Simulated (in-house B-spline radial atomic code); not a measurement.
# Pd²⁶⁺: two electrons outside a closed core

Question: what is the low spectrum of Pd²⁶⁺ as two electrons over the core [Ne] 3s2 3p6?

Method: configuration interaction of two valence electrons in the frozen-core Dirac-Hartree-Fock potential, then with screened core-valence correlation, Breit and QED (CI+MBPT), no-pair Dirac, B-spline basis. Code: an in-house B-spline radial atomic code, version 1.

## 1. What is computed

```
element : palladium (Z = 46)
charge  : +26
core    : [Ne] 3s2 3p6
nucleus : mass number 106, rms radius 4.532 fm
```

## 2. The run, and its levels

Settings:

```ini
basis_form = 3
Z = 46
core_configuration = [Ne] 3s2 3p6
rms_radius = 4.5318
mass_number = 106
speed_of_light = 137.035999084
box_radius = 3.214
lmax = 6
intervals = 58
virtual_cutoff = 4232.0
```

Run with:

```sh
$ python run_mb.py task.json out
```

The settings stand in task.json.

Further steps of the session: Transitions.

**Question.** What will these runs give? Wanted: ground level; ionisation energy; first excited level; largest CI block.

The runs gave:

| quantity | value |
| --- | --- |
| ground level | 3d2 3F2 |
| ionisation energy | 1366.8 eV (plain CI 1362.0 eV) |
| first excited level | 3d2 3F3 at 47795 cm⁻¹ |
| largest CI block | 2746 |
| tabulated theoretical ionisation energy | 1366.0 ± 4 eV (NIST Atomic Spectra Database, ionization energies) |

What this shows: 3d2 3F2 lies lowest. Plain CI gives 1362.0 eV for ionisation, the corrected calculation 1366.8 eV. The lowest 9 levels have a mean term purity of 0.83, so spin-orbit coupling mixes the terms. The tabulated theoretical ionisation energy is 1366.0 ± 4 eV, so the final value is off by +0.055 %, within the tabulated uncertainty.
